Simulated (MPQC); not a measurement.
# AgSH (SMILES [SH][Ag]): levels of theory compared

Aim: a comparison of 4 runs (HF/STO-3G, HF/3-21G, PBE0/STO-3G, SVWN1/3-21G) of AgSH. 

The calculation is run with MPQC 2.3.1.

6 further runs of the same task are left out: 4 that didn't finish, 2 set aside as unsound or not needed.

## 1. The molecule

AgSH: 3 atoms, total charge 0, spin state singlet. As SMILES, `[SH][Ag]`. The shape comes from GFN2-xTB, which is rough for such elements, and wasn't checked as a minimum.

Bond lengths: S1–Ag2 2.307 Å, S1–H3 1.329 Å. Angles: Ag2–S1–H3 95.7°.

## 2. Energy and forces at HF/STO-3G (run 1)

job.in

```
molecule<Molecule>: (
    symmetry = c1
    unit = bohr
    { atoms geometry } = {
        S  [ -0.84869490  -1.21180577  -0.61695779 ]
        Ag [ 2.70924365   0.14223969   1.50754791 ]
        H  [ -1.86054875   1.06956609  -0.89059013 ]
    }
)
basis<GaussianBasisSet>: (
    name = "STO-3G"
    molecule = $:molecule
    basisdir = "."
    puream = yes
)
mpqc: (
    checkpoint = no
    savestate = no
    restart = no
    do_energy = yes
    do_gradient = yes
    optimize = no
    mole<CLHF>: (
        molecule = $:molecule
        basis = $:basis
        total_charge = 0
        memory = 1000000000
        print_evals = yes
        maxiter = 120
        value_accuracy = 1e-08
    )
)
```

The basis set STO-3G is read from a file made from the Basis Set Exchange's data (not shown).

Launch:

```console
$ mpqc job.in > job.out
```

The log of the run:

```text
MPQC: Massively Parallel Quantum Chemistry
[...]
  CLSCF::init: total charge = 0
[...]
  nbasis = 37
[...]
  iter     1 energy = -5537.2823472624 delta = 5.11335e-01
[...]
  LUMO is    33   A =   0.153531
  total scf energy = -5540.2826598263
[...]
Value of the MolecularEnergy: -5540.2826598263
  Gradient of the MolecularEnergy:
      1   -0.0450859465
      2   -0.0145529513
      3   -0.0265985903
      4    0.0457197064
      5    0.0164528818
      6    0.0271826548
      7   -0.0006337599
      8   -0.0018999305
      9   -0.0005840645
  Function Parameters:
    value_accuracy    = 4.472258e-09 (1.000000e-08) (computed)
[...]
      symmetry = c1
[...]
```

Run time: 0.96 s. Hardware: 1 thread of Arm Neoverse V2, shared host.

## 3. Energy and gradient at HF/3-21G (run 2)

input.in

```
% emacs should use -*- KeyVal -*- mode
molecule<Molecule>: (
    symmetry = c1
    unit = angstrom
    { atoms geometry } = {
        S  [ -0.449110      -0.641260      -0.326480 ]
        Ag [ 1.433670       0.075270       0.797760 ]
        H  [ -0.984560       0.565990      -0.471280 ]
    }
)
basis<GaussianBasisSet>: (
    name = "3-21G"
    molecule = $:molecule
    basisdir = "."
    puream = yes
)
mpqc: (
    checkpoint = no
    savestate = no
    restart = no
    do_energy = yes
    do_gradient = yes
    optimize = no
    mole<CLHF>: (
        molecule = $:molecule
        basis = $:basis
        total_charge = 0
        memory = 1000000000
        print_evals = yes
        maxiter = 120
        value_accuracy = 1e-08
    )
)
```

The basis set 3-21G is read from a file made from the Basis Set Exchange's data (not shown).

Launch:

```console
$ mpqc input.in > input.out
```

The log of the run:

```text
MPQC: Massively Parallel Quantum Chemistry
[...]
  CLSCF::init: total charge = 0
[...]
  nbasis = 51
[...]
  iter     1 energy = -5562.6609406435 delta = 3.31949e-01
[...]
  LUMO is    33   A =  -0.007255
  total scf energy = -5569.6547476696
[...]
Value of the MolecularEnergy: -5569.6547476696
  Gradient of the MolecularEnergy:
      1    0.0284154978
      2    0.0242893697
      3    0.0186379209
      4   -0.0383082559
      5   -0.0117903260
      6   -0.0225287996
      7    0.0098927581
      8   -0.0124990437
      9    0.0038908787
  Function Parameters:
    value_accuracy    = 5.325335e-09 (1.000000e-08) (computed)
[...]
      symmetry = c1
[...]
```

Wall time 1.7 s (1 thread of Arm Neoverse V2, shared host); peak memory 0.1 GiB.

Run 3 isn't shown in full; the table further down has it.

## 4. A single-point energy at SVWN1/3-21G (run 4)

input.in

```
% emacs should use -*- KeyVal -*- mode
molecule<Molecule>: (
  symmetry = c1
  unit = angstrom
  { atoms geometry } = {
    S  [ -0.449110    -0.641260    -0.326480 ]
    Ag [ 1.433670     0.075270     0.797760 ]
    H  [ -0.984560     0.565990    -0.471280 ]
  }
)
basis<GaussianBasisSet>: (
  name = "3-21G"
  molecule = $:molecule
  basisdir = "."
  puream = yes
)
mpqc: (
  checkpoint = no
  savestate = no
  restart = no
  do_energy = yes
  do_gradient = no
  optimize = no
  mole<CLKS>: (
    molecule = $:molecule
    basis = $:basis
    total_charge = 0
    memory = 1000000000
    print_evals = yes
    maxiter = 60
    functional<StdDenFunctional>: ( name = "SVWN1" )
    integrator<RadialAngularIntegrator>: ( grid = medium )
  )
)
```

The basis set 3-21G is read from a file made from the Basis Set Exchange's data (not shown).

Launch:

```console
$ mpqc -o input.out input.in
```

The log of the run:

```text
MPQC: Massively Parallel Quantum Chemistry
[...]
  CLSCF::init: total charge = 0
[...]
  nbasis = 51
[...]
  WARNING: BeckeIntegrationWeight usually uses the atomic maximum
           probability radius, however this is not available for
[...]
  Integrated electron density error = 0.000401582655
  iter     1 energy = -5560.2429059702 delta = 3.31949e-01
[...]
  Integrated electron density error = -0.000044058147
  iter     9 energy = -5566.3631018714 delta = 5.27493e-04
  Integrated electron density error = -0.000043958511
  iter    10 energy = -5566.3631024762 delta = 4.00983e-05
  Integrated electron density error = -0.000043958457
  iter    11 energy = -5566.3631024862 delta = 4.19971e-06
  Integrated electron density error = -0.000043957704
  iter    12 energy = -5566.3631024831 delta = 1.54296e-06
[...]
  LUMO is    33   A =  -0.115717
  total scf energy = -5566.3631024831
Value of the MolecularEnergy: -5566.3631024831
[...]
        symmetry = c1
[...]
```

Wall time 2.2 s (1 thread of Arm Neoverse V2, shared host); peak memory 0.1 GiB.

## 5. All runs side by side

```csv
run,level,integration grid,task,energy (Eh),HOMO energy (eV),LUMO energy (eV),HOMO–LUMO gap (eV),wall time
1,HF/STO-3G,–,gradient,-5540.282660,-5.93,4.18,10.11,0.96 s
2,HF/3-21G,–,gradient,-5569.654748,-8.34,-0.20,8.14,1.7 s
3,PBE0/STO-3G,xfine,gradient,-5542.435220,-2.50,0.12,2.62,22 s
4,SVWN1/3-21G,medium,energy,-5566.363102,-5.00,-3.15,1.85,2.2 s
```

## 6. Results

| quantity | value |
| --- | --- |
| run 4: total energy | -5566.36310 Eh |
| run 4: HOMO energy | -5.00 eV |
| run 4: LUMO energy | -3.15 eV |
| run 4: HOMO–LUMO gap | 1.85 eV |

**Reading.** The HOMO–LUMO gap runs from 1.85 eV (SVWN1/3-21G) to 10.11 eV (HF/STO-3G). The two ends differ in method and basis. Totals of different functionals can't be ranked against each other. In runs 1, 3 the basis is minimal, so the values are rough. In runs 1, 2, 3, 4 relativity is left out where basis or elements ask for it. All runs together took 26 s, the longest 22 s.
